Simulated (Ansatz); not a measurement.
# Si3H7F: how energies converge with the basis set

One table from this session's results is given with a row withheld; the runs are named, their logs left out.

Computed with Ansatz 0.2.0, Gaussian basis. Level: one geometry, several basis sets.

Plan: PBE0-D4/def2-SVP; ωB97M-V/def2-SVP; PBE0-D4/def2-QZVPP; ωB97M-V/def2-QZVPP; the functionals' def2-TZVPP values are taken from earlier runs.

### The relaxed structure

The geometry comes from an earlier relaxation with PBE0-D4 in a triple-zeta def2 set; it is a stationary point, not always the lowest conformer.

SMILES `F[SiH]([SiH3])[SiH3]`, 11 atoms, charge 0, spin multiplicity 1.

Atoms are counted from 1 here; the program's logs count them from 0.

Bond lengths: F1–Si2 1.613 Å, Si2–Si3 2.344 Å, Si2–Si4 2.344 Å, Si2–H5 1.490 Å, Si3–H6 1.487 Å, Si3–H7 1.489 Å, Si3–H8 1.487 Å, Si4–H9 1.487 Å, Si4–H10 1.489 Å, Si4–H11 1.487 Å. Angles: F1–Si2–Si3 109.4°, F1–Si2–Si4 109.4°, F1–Si2–H5 107.2°, Si3–Si2–Si4 111.5°, Si3–Si2–H5 109.6°, Si4–Si2–H5 109.6°, Si2–Si3–H6 111.5°, Si2–Si3–H7 107.9°, Si2–Si3–H8 110.3°, H6–Si3–H7 109.1°, H6–Si3–H8 109.2°, H7–Si3–H8 108.8°, Si2–Si4–H9 110.3°, Si2–Si4–H10 107.9°, Si2–Si4–H11 111.5°, H9–Si4–H10 108.8°, H9–Si4–H11 109.2°, H10–Si4–H11 109.1°.

Set-up of the first run:

in.yaml

```yaml
crystal:
  periodic: [false, false, false]
  atoms:
    - {symbol: F, position_ang: [-1.906812, 1.284821, 0.047065]}
    - {symbol: Si, position_ang: [-0.381619, 0.836450, -0.228556]}
    - {symbol: Si, position_ang: [0.677989, 0.386920, 1.813895]}
    - {symbol: Si, position_ang: [-0.364430, -1.037737, -1.636975]}
    - {symbol: H, position_ang: [0.298757, 1.976999, -0.904785]}
    - {symbol: H, position_ang: [0.654675, 1.571764, 2.712182]}
    - {symbol: H, position_ang: [2.092356, 0.021966, 1.526100]}
    - {symbol: H, position_ang: [0.017579, -0.757190, 2.496414]}
    - {symbol: H, position_ang: [-1.035297, -2.186948, -0.973484]}
    - {symbol: H, position_ang: [1.055330, -1.399119, -1.901857]}
    - {symbol: H, position_ang: [-1.043327, -0.754826, -2.929403]}
basis:
  gaussian: {orbitals: def2-SVP}
hamiltonian: {xc: pbe0, dispersion: d4}
output: {orbitals: {seedname: orbitals}}
```

Run with:

```sh
$ ansatz run in.yaml --threads 4 --pin off --events-out ev --progress --plain --max-ram 10444MiB
```

Among the steps run: PBE0-D4 in def2-SVP; ωB97M-V in def2-SVP; PBE0-D4 in def2-QZVPP; ωB97M-V in def2-QZVPP.

One table of the session follows, with a row left open; its other results are not shown here.

It belongs to the step «Density functionals: the series». 

| functional | basis | HOMO (eV) |
| --- | --- | --- |
| PBE0-D4 | def2-SVP | -7.95 |
| PBE0-D4 | def2-TZVPP | -7.92 |
| PBE0-D4 | def2-QZVPP | ? |
| ωB97M-V | def2-SVP | -9.88 |
| ωB97M-V | def2-TZVPP | -9.89 |
| ωB97M-V | def2-QZVPP | -9.89 |

Estimate the missing values for PBE0-D4, def2-QZVPP.

**Answer.** HOMO (eV): -7.93. In the column «HOMO (eV)» it lies between PBE0-D4, def2-SVP (-7.95) and PBE0-D4, def2-TZVPP (-7.92).
